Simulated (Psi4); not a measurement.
**A workflow on GaHF2 (SMILES [F][GaH][F])**

Aim: a series of 9 runs (PBE0-D4/def2-TZVP, PBE-D4/def2-TZVPP, r2SCAN-D4/def2-TZVPP, B3LYP-D4/def2-TZVPP, PBE0-D4/def2-TZVPP, wB97M-V/def2-TZVPP, CCSD(T)/def2-TZVPP, MP2/def2-QZVPP) of GaHF2. 

The results are computed with Psi4 1.11.

## 1. The structure to begin with

GaHF2 has 4 atoms, charge 0, and is taken as a singlet. As SMILES, `[F][GaH][F]`. The run starts from this shape.

Bond lengths: F1–Ga2 1.740 Å, Ga2–F3 1.740 Å, Ga2–H4 1.536 Å. Angles: F1–Ga2–F3 111.8°, F1–Ga2–H4 124.1°, F3–Ga2–H4 124.1°.

## 2. A structure relaxation at PBE0-D4/def2-TZVP (density fitting) (run 2)

The input, calc.in:

```
memory 3.3 GB

molecule {
  0 1
  F     -1.010930    -0.467960     1.248100
  Ga    -0.025650     0.050480    -0.088650
  F      1.659150    -0.287580     0.182310
  H     -0.575990     0.732430    -1.350090
  symmetry c1
}

set basis def2-TZVP
set scf_type df
set geom_maxiter 50
set max_force_g_convergence 0.0002

energy_value, wavefunction = opt("pbe0-d4", return_wfn=True)
```

The run is started by

```
psi4 -n 2 calc.in calc.out
```

calc.out:

```text
[...]
  Running in c1 symmetry.
[...]
  Nuclear repulsion =  198.586838276053840
[...]
  Multiplicity = 1
[...]
  Nalpha       = 25
  Nbeta        = 25
[...]
    Number of basis functions: 116
[...]
   @DF-RKS iter   1: -2123.05205782259736   -1.75824e+00   2.77163e-02 ADIIS/DIIS
[...]
   @DF-RKS iter  13: -2124.86647093001329    4.54747e-13   8.55598e-10 DIIS
[...]
    Orbital Energies [Eh]
    ---------------------
    Doubly Occupied:
       1A   -372.944492     2A    -46.087677     3A    -40.803908
       4A    -40.798315     5A    -40.798269     6A    -24.736752
       7A    -24.736706     8A     -5.606600     9A     -3.881655
      10A     -3.869927    11A     -3.868920    12A     -1.180397
      13A     -1.175421    14A     -0.905088    15A     -0.904617
      16A     -0.902673    17A     -0.897191    18A     -0.889299
      19A     -0.519206    20A     -0.446568    21A     -0.438668
      22A     -0.426921    23A     -0.410154    24A     -0.403391
      25A     -0.381734
[...]
  @DF-RKS Final Energy: -2124.86647093001329
   => Energetics <=
    Nuclear Repulsion Energy =            198.5868382760538395
    One-Electron Energy =               -3359.9486771356614554
    Two-Electron Energy =                1109.0187158048186120
    DFT Exchange-Correlation Energy =     -72.5219523018495948
    Empirical Dispersion Energy =          -0.0013955733746722
    VV10 Nonlocal Energy =                  0.0000000000000000
    Total Energy =                      -2124.8664709300137474
[...]
 Multipole Moments:
 ------------------------------------------------------------------------------------
     Multipole            Electronic (a.u.)      Nuclear  (a.u.)        Total (a.u.)
 ------------------------------------------------------------------------------------
 L = 1.  Multiply by 2.5417464519 to convert [e a0] to [Debye]
 Dipole X            :         -0.0662048           -0.2916981           -0.3579029
 Dipole Y            :          0.0695040            0.3653263            0.4348303
 Dipole Z            :         -0.1572605           -0.6669768           -0.8242373
 Magnitude           :                                                    0.9982680
[...]
  -Total Gradient:
     Atom            X                  Y                   Z
    ------   -----------------  -----------------  -----------------
       1        0.000036474293     0.000078231987     0.000056086712
       2        0.000074081856    -0.000375016739     0.000032685053
       3       -0.000011442692     0.000072926426     0.000079460818
       4        0.000005629711     0.000100049553     0.000072879792
[...]
    Final optimized geometry and variables:
    Molecular point group: c1
    Full point group: C1
    Geometry (in Angstrom), charge = 0, multiplicity = 1:
    F           -1.103273999631    -0.374042553069     1.065532021875
    GA          -0.117993999631     0.144397446931    -0.271217978125
    F            1.566806000369    -0.193662553069    -0.000257978125
    H           -0.668333999631     0.826347446931    -1.532657978125
    Psi4 run time: 0:00:06.84
```

Standard output:

```text
Optimizer: Optimization complete!
```

Run time: 8.1 s. Hardware: 2 threads of AMD EPYC 7R43 (Zen 3), shared host; peak memory 0.56 GiB.

## 3. The harmonic vibrations at PBE0-D4/def2-TZVP (density fitting) (run 3)

The input, input.inp:

```
memory 3.3 GB

molecule mol {
  0 1
  F     -1.91038083    -0.88431624     2.35856718
  Ga    -0.04847148     0.09539337    -0.16752422
  F      3.13533910    -0.54344744     0.34451597
  H     -1.08846335     1.38409211    -2.55130034
  units au
  symmetry c1
}

set reference rks
set scf_type df
set rotational_symmetry_number 2

freq("pbe0-d4/def2-TZVP")
```

The run is started by

```
psi4 input.inp input.out -n 2
```

input.out (excerpt; [...] marks lines left out):

```text
[...]
  Running in c1 symmetry.
[...]
  Nuclear repulsion =  198.586838298210040
[...]
  Multiplicity = 1
[...]
  Nalpha       = 25
  Nbeta        = 25
[...]
    Number of basis functions: 116
[...]
   @DF-RKS iter   1: -2123.05205782127450   -1.75824e+00   2.77163e-02 ADIIS/DIIS
[...]
   @DF-RKS iter  12: -2124.86646990947793   -1.81899e-12   3.24834e-09 DIIS
[...]
  @DF-RKS Final Energy: -2124.86646990947793
   => Energetics <=
    Nuclear Repulsion Energy =            198.5692890368520125
    One-Electron Energy =               -3359.9130983985201055
    Two-Electron Energy =                1109.0003598193034122
    DFT Exchange-Correlation Energy =     -72.5216250375291764
    Empirical Dispersion Energy =          -0.0013953295840148
    VV10 Nonlocal Energy =                  0.0000000000000000
    Total Energy =                      -2124.8664699094779280
[...]
 Multipole Moments:
[...]
  -Total Gradient:
     Atom            X                  Y                   Z
    ------   -----------------  -----------------  -----------------
       1        0.000043002798     0.000053320507     0.000078218799
       2        0.000280068188    -0.000615339733     0.000564005608
       3       -0.000004879045     0.000057489199     0.000081900560
       4       -0.000213422553     0.000380117403    -0.000482896998
[...]
  ==> Harmonic Vibrational Analysis <==
[...]
  Freq [cm^-1]                 210.9440            474.3940            566.3479
[...]
  IR activ [km/mol]            30.0570             78.6966             103.7451
[...]
  Freq [cm^-1]                 692.7774            714.2035           2099.2678
[...]
  IR activ [km/mol]            53.0504             81.7634             44.1616
[...]
  Total E_0, Enthalpy at 0 [K]                                                        -2124.85563156 [Eh]
[...]
  Total H, Enthalpy at  298.15 [K]                                                    -2124.85066479 [Eh]
[...]
  Total G, Gibbs energy at  298.15 [K]                                                -2124.88215740 [Eh]
[...]
```

Standard output:

```text
Warning: used thermodynamics relations inappropriate for low-frequency modes: ['210.9440' '474.3940' '566.3479']
```

Wall time 75 s (2 threads of AMD EPYC 7R43 (Zen 3), shared host); peak memory 0.62 GiB.

Runs 4 to 8 aren't shown in full; the table further down has their settings and results.

## 4. The energy at CCSD(T)/def2-TZVPP (density fitting, density fitting for correlation) (run 9)

The input, calc.dat:

```
memory 3.3 GB

molecule {
  0 1
  F     -1.91038083    -0.88431624     2.35856718
  Ga    -0.04847148     0.09539337    -0.16752422
  F      3.13533910    -0.54344744     0.34451597
  H     -1.08846335     1.38409211    -2.55130034
  units au
  symmetry c1
}

set basis def2-TZVPP
set reference rhf
set scf_type df
set num_frozen_docc 11
set cc_type df

e_tot, wfn = energy("ccsd(t)", return_wfn=True)
```

The run is started by

```
psi4 -i calc.dat -o calc.out -n 2
```

calc.out:

```text
[...]
  Running in c1 symmetry.
[...]
  Nuclear repulsion =  198.586838298210040
[...]
  Multiplicity = 1
[...]
  Nalpha       = 25
  Nbeta        = 25
[...]
    Number of basis functions: 124
[...]
   @DF-RHF iter   1: -2121.50509086129250   -3.29753e+00   2.30543e-02 DIIS/ADIIS
[...]
   @DF-RHF iter  11: -2122.88341590951950   -1.18234e-11   6.83776e-09 DIIS
[...]
    Orbital Energies [Eh]
    ---------------------
    Doubly Occupied:
       1A   -378.864778     2A    -48.213433     3A    -42.544351
       4A    -42.539736     5A    -42.539388     6A    -26.252998
       7A    -26.252949     8A     -6.447370     9A     -4.546083
      10A     -4.538619    11A     -4.538176    12A     -1.539554
      13A     -1.535301    14A     -1.257282    15A     -1.254780
      16A     -1.253773    17A     -1.250249    18A     -1.241322
      19A     -0.696765    20A     -0.634645    21A     -0.630525
      22A     -0.622111    23A     -0.607074    24A     -0.600886
      25A     -0.521649
[...]
  @DF-RHF Final Energy: -2122.88341590951950
   => Energetics <=
    Nuclear Repulsion Energy =            198.5868382982100400
    One-Electron Energy =               -3361.0929141780870850
    Two-Electron Energy =                1039.6226599703575175
    Total Energy =                      -2122.8834159095194991
[...]
 Multipole Moments:
 ------------------------------------------------------------------------------------
     Multipole            Electronic (a.u.)      Nuclear  (a.u.)        Total (a.u.)
 ------------------------------------------------------------------------------------
 L = 1.  Multiply by 2.5417464519 to convert [e a0] to [Debye]
 Dipole X            :         -0.0940751           -0.2916981           -0.3857731
 Dipole Y            :          0.1021699            0.3653263            0.4674961
 Dipole Z            :         -0.2217860           -0.6669768           -0.8887627
 Magnitude           :                                                    1.0757661
[...]
      * MP2 total energy:                 -2123.611483194608
[...]
      * CCSD total energy:                -2123.607876335429
[...]
      * CCSD(T) total energy               -2123.630751646014
[...]
```

It took 1.7 min on 2 threads of AMD EPYC 7R43 (Zen 3), shared host; peak memory 0.31 GiB.

## 5. The energy at MP2/def2-QZVPP (density fitting, density fitting for correlation) (run 10)

The input, calc.inp:

```
memory 3300 mb

molecule system {
  0 1
  F
  Ga 1 1.739672
  F 2 1.739613 1 111.77225
  H 2 1.535956 3 124.13995 1 179.60651
  symmetry c1
}

set basis def2-QZVPP
set scf_type df
set num_frozen_docc 11

E = energy('mp2')
print_variables()
```

The run is started by

```
psi4 -n 2 calc.inp calc.out
```

calc.out:

```text
[...]
  Running in c1 symmetry.
[...]
  Nuclear repulsion =  198.586840172514968
[...]
  Multiplicity = 1
[...]
  Nalpha       = 25
  Nbeta        = 25
[...]
    Number of basis functions: 233
[...]
   @DF-RHF iter   1: -2121.38277907496968   -3.19482e+00   1.42675e-02 DIIS/ADIIS
[...]
   @DF-RHF iter  11: -2122.93441846078531   -6.18456e-11   5.56759e-09 DIIS
[...]
    Orbital Energies [Eh]
    ---------------------
    Doubly Occupied:
       1A   -378.863444     2A    -48.210823     3A    -42.541525
       4A    -42.537121     5A    -42.536805     6A    -26.252817
       7A    -26.252769     8A     -6.444488     9A     -4.542749
      10A     -4.535466    11A     -4.535203    12A     -1.540672
      13A     -1.536449    14A     -1.255088    15A     -1.252653
      16A     -1.251712    17A     -1.248501    18A     -1.239655
      19A     -0.697060    20A     -0.635515    21A     -0.631729
      22A     -0.623433    23A     -0.608416    24A     -0.602050
      25A     -0.522399
[...]
  @DF-RHF Final Energy: -2122.93441846078531
   => Energetics <=
    Nuclear Repulsion Energy =            198.5868401725149681
    One-Electron Energy =               -3361.2454342390492457
    Two-Electron Energy =                1039.7241756057487692
    Total Energy =                      -2122.9344184607853094
[...]
 Multipole Moments:
 ------------------------------------------------------------------------------------
     Multipole            Electronic (a.u.)      Nuclear  (a.u.)        Total (a.u.)
 ------------------------------------------------------------------------------------
 L = 1.  Multiply by 2.5417464519 to convert [e a0] to [Debye]
 Dipole X            :          0.0139214           -0.0087955            0.0051259
 Dipole Y            :          0.2289152            0.6747191            0.9036343
 Dipole Z            :          0.1565703            0.4561643            0.6127346
 Magnitude           :                                                    1.0917989
[...]
```

Run time: 11 s. Hardware: 2 threads of AMD EPYC 7R43 (Zen 3), shared host; peak memory 0.59 GiB.

## 6. All runs side by side

| run | level | task | geom maxiter | energy (Eh) | dipole moment (D) | HOMO energy (eV) | LUMO energy (eV) | wall time |
| --- | --- | --- | --- | --- | --- | --- | --- | --- |
| 2 | PBE0-D4/def2-TZVP (density fitting) | optimise | 50 | -2124.866471 | 2.54 | -10.39 | -1.36 | 8.1 s |
| 3 | PBE0-D4/def2-TZVP (density fitting) | frequencies | – | -2124.866471 | 2.54 | – | – | 75 s |
| 4 | PBE-D4/def2-TZVPP (density fitting) | energy | – | -2124.830933 | 2.37 | -8.70 | -2.16 | 8.1 s |
| 5 | r2SCAN-D4/def2-TZVPP (density fitting) | energy | – | -2125.220812 | 2.45 | -9.11 | -1.84 | 15 s |
| 6 | B3LYP-D4/def2-TZVPP (density fitting) | energy | – | -2125.366428 | 2.54 | -10.17 | -1.71 | 8.1 s |
| 7 | PBE0-D4/def2-TZVPP (density fitting) | properties | – | -2124.866792 | 2.54 | -10.39 | -1.37 | 8.4 s |
| 8 | wB97M-V/def2-TZVPP (density fitting) | energy | – | -2125.158938 | 2.52 | -12.81 | 0.28 | 15 s |
| 9 | CCSD(T)/def2-TZVPP (density fitting, density fitting for correlation) | energy | – | -2123.630752 | – | -14.19 | 1.31 | 1.7 min |
| 10 | MP2/def2-QZVPP (density fitting, density fitting for correlation) | energy | – | -2123.957463 | – | -14.22 | 1.00 | 11 s |

## 7. Outcome

```
                                                            quantity           value
                                run 10, MP2/def2-QZVPP: total energy  -2123.95746 Eh
         run 10, MP2/def2-QZVPP: HOMO energy (Hartree–Fock orbitals)       -14.22 eV
         run 10, MP2/def2-QZVPP: LUMO energy (Hartree–Fock orbitals)         1.00 eV
       run 10, MP2/def2-QZVPP: HOMO–LUMO gap (Hartree–Fock orbitals)        15.22 eV
run 10, MP2/def2-QZVPP: correlation energy (11 core orbitals frozen)     -1023.0 mEh
```

In words: Over runs 2, 3, 4, 5, 6, 7, 8 the dipole moment (its size) runs from 2.37 D (PBE-D4/def2-TZVPP) to 2.54 D (B3LYP-D4/def2-TZVPP). Over runs 2, 4, 5, 6, 7, 8 the HOMO–LUMO gap runs from 6.53 eV (PBE-D4/def2-TZVPP) to 13.09 eV (wB97M-V/def2-TZVPP). Totals of different functionals can't be ranked against each other. All runs together took 4.2 min, the longest 1.7 min.
